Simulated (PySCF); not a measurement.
# C₁₁H₁₀: vibronic structure

Aim: compute the vibronic structure of C₁₁H₁₀ (`C#C/C=C\C#CC(=C)C(=C)C`).

Computed with PySCF 2.14.0 and routines of our own; the level stands in each step. Atoms count from 0.

### Step 1. The system as given

21 atoms, charge 0, multiplicity 1; geometry from: GFN2-xTB.

### Step 2. Vibronic structure: TDA B3LYP/6-31G*

What the job is given:

```
{"job": {"kind": "vib", "xc": "B3LYP", "basis": "6-31G*", "tda": true}, "charge": 0, "multiplicity": 1}
C      1.490253    -2.792342     1.442919
C      2.272675    -1.880917     1.495412
C      3.197596    -0.825797     1.565049
C      2.942352     0.412472     1.105788
C      1.727347     0.772686     0.510266
C      0.672110     1.068938    -0.000589
C     -0.555550     1.434139    -0.602794
C     -0.703067     2.684545    -1.065910
C     -1.597259     0.397328    -0.676154
C     -1.372010    -0.833003    -0.220827
C     -2.915754     0.781321    -1.278641
H      0.807775    -3.587554     1.395270
H      4.152750    -1.059835     2.017364
H      3.692434     1.189619     1.185452
H     -1.606667     3.026380    -1.537025
H      0.096380     3.401191    -0.981743
H     -0.428590    -1.116748     0.214667
H     -2.130733    -1.596096    -0.273314
H     -3.608123    -0.055461    -1.232908
H     -2.791116     1.070397    -2.321903
H     -3.351725     1.622436    -0.740849
```

Method: TDA B3LYP/6-31G* vertical-gradient vibronic structure (displaced harmonic oscillators, Condon), gas phase.

On the command line:

```console
> OMP_NUM_THREADS=1 python excited_run.py task.json out
```

The driver reads the jobs from task.json and runs them one after another.

What it wrote:

```text
final grid: 81704 points
cycle   1  E = -424.9105093904  dE =  1.665e+00  |g| = 5.515e-01  |ddm| = 6.028e+00
cycle   2  E = -424.9215595227  dE = -1.105e-02  |g| = 5.135e-01  |ddm| = 1.516e+00
cycle   3  E = -424.9928627584  dE = -7.130e-02  |g| = 1.111e-01  |ddm| = 7.490e-01
cycle   4  E = -424.9954399991  dE = -2.577e-03  |g| = 6.016e-02  |ddm| = 1.685e-01
cycle   5  E = -424.9962711039  dE = -8.311e-04  |g| = 2.205e-02  |ddm| = 6.912e-02
cycle   6  E = -424.9963732307  dE = -1.021e-04  |g| = 8.448e-03  |ddm| = 2.836e-02
cycle   7  E = -424.9963926276  dE = -1.940e-05  |g| = 2.059e-03  |ddm| = 1.021e-02
cycle   8  E = -424.9963937278  dE = -1.100e-06  |g| = 6.504e-04  |ddm| = 3.221e-03
cycle   9  E = -424.9963938340  dE = -1.062e-07  |g| = 1.611e-04  |ddm| = 7.677e-04
cycle  10  E = -424.9963938379  dE = -3.866e-09  |g| = 1.105e-04  |ddm| = 2.667e-04
cycle  11  E = -424.9963938409  dE = -2.996e-09  |g| = 2.706e-05  |ddm| = 1.378e-04
cycle  12  E = -424.9963938411  dE = -1.868e-10  |g| = 7.654e-06  |ddm| = 3.820e-05
converged SCF energy = -424.9963938411

Singlet excitations (eV, f): 4.273 (0.5532)  4.296 (0.0346)  4.337 (0.0005)  4.721 (0.0000)  5.065 (0.0280)  5.620 (0.0285)

State S1  4.2730 eV  f = 0.55323  H->L 0.84
  relaxed dipole 3.018 D, largest gradient of the excitation energy 0.0496 Eh/bohr
  mode    cm-1        S   lambda/meV  Raman
   43   1589.2    0.4176      82.3   1.000
   47   2309.5    0.0909      26.0   0.460
   46   2239.2    0.0875      24.3   0.416
   45   1680.0    0.0402       8.4   0.108
    3     55.2    0.8244       5.6   0.002
   39   1403.1    0.0200       3.5   0.037
   34   1177.2    0.0158       2.3   0.021
    4     98.7    0.1038       1.3   0.001
   11    349.0    0.0293       1.3   0.003
   18    595.5    0.0104       0.8   0.003
    6    196.9    0.0309       0.8   0.001
  reorganisation energy 0.1641 eV, total S 1.762, 0-0 4.1088 eV
  absorption maximum 4.117 eV, width 0.232 eV

State S2  4.2955 eV  f = 0.03458  H-1->L 0.66, H->L+1 0.16, H-2->L 0.14
  relaxed dipole 3.013 D, largest gradient of the excitation energy 0.0653 Eh/bohr
  mode    cm-1        S   lambda/meV  Raman
   43   1589.2    0.4868      95.9   1.000
   45   1680.0    0.2493      51.9   0.572
   47   2309.5    0.1728      49.5   0.750
    3     55.2    4.0608      27.8   0.010
   46   2239.2    0.0820      22.8   0.334
   16    510.4    0.2950      18.7   0.062
    5    114.8    0.3576       5.1   0.004
   34   1177.2    0.0296       4.3   0.033
   17    580.0    0.0549       3.9   0.015
   13    388.7    0.0654       3.2   0.008
   39   1403.1    0.0180       3.1   0.029
   24    775.3    0.0276       2.7   0.014
  reorganisation energy 0.3092 eV, total S 6.346, 0-0 3.9863 eV
  absorption maximum 4.042 eV, width 0.532 eV

State S6  5.6200 eV  f = 0.02847  H-4->L 0.64, H->L+1 0.10
  relaxed dipole 2.570 D, largest gradient of the excitation energy 0.0525 Eh/bohr
  mode    cm-1        S   lambda/meV  Raman
   46   2239.2    0.2106      58.5   1.000
   43   1589.2    0.1407      27.7   0.337
   47   2309.5    0.0773      22.1   0.390
    4     98.7    1.4551      17.8   0.013
   30    988.6    0.1345      16.5   0.124
   18    595.5    0.0979       7.2   0.033
   45   1680.0    0.0327       6.8   0.088
    6    196.9    0.1508       3.7   0.006
   57   3395.4    0.0054       2.3   0.059
   36   1318.2    0.0119       1.9   0.020
   31   1016.0    0.0139       1.7   0.014
   44   1627.8    0.0077       1.5   0.019
  reorganisation energy 0.1748 eV, total S 2.512, 0-0 5.4451 eV
  absorption maximum 5.467 eV, width 0.098 eV

State T1  2.3754 eV  f = 0.00000  H->L 0.93
  relaxed dipole 0.738 D, largest gradient of the excitation energy 0.0845 Eh/bohr
  mode    cm-1        S   lambda/meV  Raman
   43   1589.2    1.1749     231.5   1.000
   47   2309.5    0.2991      85.7   0.538
   46   2239.2    0.1120      31.1   0.189
   39   1403.1    0.0474       8.2   0.031
   34   1177.2    0.0562       8.2   0.026
   25    858.5    0.0753       8.0   0.019
   13    388.7    0.1559       7.5   0.008
   14    419.8    0.0714       3.7   0.004
   36   1318.2    0.0208       3.4   0.012
   21    679.6    0.0310       2.6   0.005
   16    510.4    0.0398       2.5   0.003
    6    196.9    0.0531       1.3   0.001
  reorganisation energy 0.4029 eV, total S 2.283, 0-0 1.9726 eV
  absorption maximum 2.171 eV, width 0.512 eV
```

Wall time 75 s (1 thread of Arm Neoverse V1, shared host); peak memory 1 GiB.

### Step 3. Vibronic structure: TDA B3LYP/3-21G

The job, as its differences from that of step 2:

```diff
@@ -1,2 +1,2 @@
-{"job": {"kind": "vib", "xc": "B3LYP", "basis": "6-31G*", "tda": true}, "charge": 0, "multiplicity": 1}
+{"job": {"kind": "vib", "xc": "B3LYP", "basis": "3-21G", "tda": true, "temperature": 400, "nbright": 1, "scf": {"max_cycle": 66}, "maxiter": 30, "max_iter": 2}, "charge": 0, "multiplicity": 1}
 C      1.490253    -2.792342     1.442919
```

Method: TDA B3LYP/3-21G vertical-gradient vibronic structure (displaced harmonic oscillators, Condon), gas phase.

What it wrote:

```text
final grid: 81704 points
cycle   1  E = -422.6318151846  dE =  1.504e+00  |g| = 4.095e-01  |ddm| = 5.475e+00
cycle   2  E = -422.6386971001  dE = -6.882e-03  |g| = 3.806e-01  |ddm| = 1.062e+00
cycle   3  E = -422.6750147533  dE = -3.632e-02  |g| = 1.107e-01  |ddm| = 4.993e-01
cycle   4  E = -422.6778506718  dE = -2.836e-03  |g| = 4.704e-02  |ddm| = 1.515e-01
cycle   5  E = -422.6783115450  dE = -4.609e-04  |g| = 2.033e-02  |ddm| = 5.663e-02
cycle   6  E = -422.6784068885  dE = -9.534e-05  |g| = 6.292e-03  |ddm| = 2.490e-02
cycle   7  E = -422.6784177454  dE = -1.086e-05  |g| = 1.297e-03  |ddm| = 7.592e-03
cycle   8  E = -422.6784181371  dE = -3.917e-07  |g| = 5.870e-04  |ddm| = 2.058e-03
cycle   9  E = -422.6784182231  dE = -8.603e-08  |g| = 1.156e-04  |ddm| = 7.542e-04
cycle  10  E = -422.6784182255  dE = -2.351e-09  |g| = 6.940e-05  |ddm| = 2.118e-04
cycle  11  E = -422.6784182267  dE = -1.256e-09  |g| = 1.551e-05  |ddm| = 9.490e-05
cycle  12  E = -422.6784182268  dE = -6.298e-11  |g| = 4.595e-06  |ddm| = 2.240e-05
converged SCF energy = -422.6784182268

Singlet excitations (eV, f): 4.357 (0.1216)  4.482 (0.5047)  4.583 (0.0004)  4.953 (0.0001)  5.235 (0.0329)  5.865 (0.0003)

State S1  4.3572 eV  f = 0.12161  H-1->L 0.52, H->L 0.28, H->L+1 0.16
  relaxed dipole 10.182 D, largest gradient of the excitation energy 0.0745 Eh/bohr
  mode    cm-1        S   lambda/meV  Raman
   43   1589.2    0.5290     104.2   1.000
   45   1680.0    0.4494      93.6   0.949
   46   2239.2    0.0786      21.8   0.295
   14    419.8    0.3120      16.2   0.041
   11    349.0    0.3622      15.7   0.033
    3     55.2    1.8163      12.4   0.004
   47   2309.5    0.0344       9.9   0.137
   18    595.5    0.1298       9.6   0.034
    4     98.7    0.7466       9.1   0.005
   34   1177.2    0.0598       8.7   0.062
   16    510.4    0.1107       7.0   0.022
   39   1403.1    0.0272       4.7   0.040
  reorganisation energy 0.3280 eV, total S 4.809, 0-0 4.0293 eV
  absorption maximum 4.285 eV, width 0.538 eV

State S2  4.4819 eV  f = 0.50471  H->L 0.57, H-1->L 0.27
  relaxed dipole 2.951 D, largest gradient of the excitation energy 0.0658 Eh/bohr
  mode    cm-1        S   lambda/meV  Raman
   43   1589.2    0.4305      84.8   1.000
   47   2309.5    0.1739      49.8   0.853
   46   2239.2    0.0926      25.7   0.427
    3     55.2    2.9724      20.3   0.008
   14    419.8    0.1552       8.1   0.025
   45   1680.0    0.0350       7.3   0.091
   16    510.4    0.1048       6.6   0.025
   13    388.7    0.1171       5.6   0.016
   18    595.5    0.0695       5.1   0.023
   11    349.0    0.0940       4.1   0.011
   37   1373.1    0.0188       3.2   0.033
   39   1403.1    0.0140       2.4   0.025
  reorganisation energy 0.2349 eV, total S 4.539, 0-0 4.2469 eV
  absorption maximum 4.289 eV, width 0.368 eV

State T1  2.4672 eV  f = 0.00000  H->L 0.92
  relaxed dipole 0.915 D, largest gradient of the excitation energy 0.0837 Eh/bohr
  mode    cm-1        S   lambda/meV  Raman
   43   1589.2    1.1950     235.4   1.000
   47   2309.5    0.2996      85.8   0.529
   46   2239.2    0.1078      29.9   0.179
   39   1403.1    0.0530       9.2   0.035
   34   1177.2    0.0536       7.8   0.025
   25    858.5    0.0726       7.7   0.018
   13    388.7    0.1356       6.5   0.007
   14    419.8    0.0692       3.6   0.004
   36   1318.2    0.0213       3.5   0.012
   21    679.6    0.0331       2.8   0.005
   16    510.4    0.0369       2.3   0.003
    6    196.9    0.0521       1.3   0.001
  reorganisation energy 0.4062 eV, total S 2.266, 0-0 2.0610 eV
  absorption maximum 2.259 eV, width 0.514 eV
```

Wall time 31 s (1 thread of Arm Neoverse V1, shared host); peak memory 0.94 GiB.

**What went wrong.** The run did not converge. Numbers from the part that failed are no properties of the molecule.

### Step 4. Results

| quantity | value |
| --- | --- |
| S1: vertical, reorganisation, 0-0, total S (step 2, TDA B3LYP/6-31G*, modes from GFN2-xTB) | 4.27, 0.16, 4.11 eV; 1.8 |
| S2: vertical, reorganisation, 0-0, total S (step 2, TDA B3LYP/6-31G*, modes from GFN2-xTB) | 4.30, 0.31, 3.99 eV; 6.3 |
| S6: vertical, reorganisation, 0-0, total S (step 2, TDA B3LYP/6-31G*, modes from GFN2-xTB) | 5.62, 0.17, 5.45 eV; 2.5 |
| runs | 1 failed, 0 ended on unsound input |

Some states lie very close; unless symmetry makes them partners, their order is unsure. The vibronic model keeps the ground-state modes (from xTB) and shifts them along the gradient alone, so it can miss much of the relaxation that a full optimisation finds.
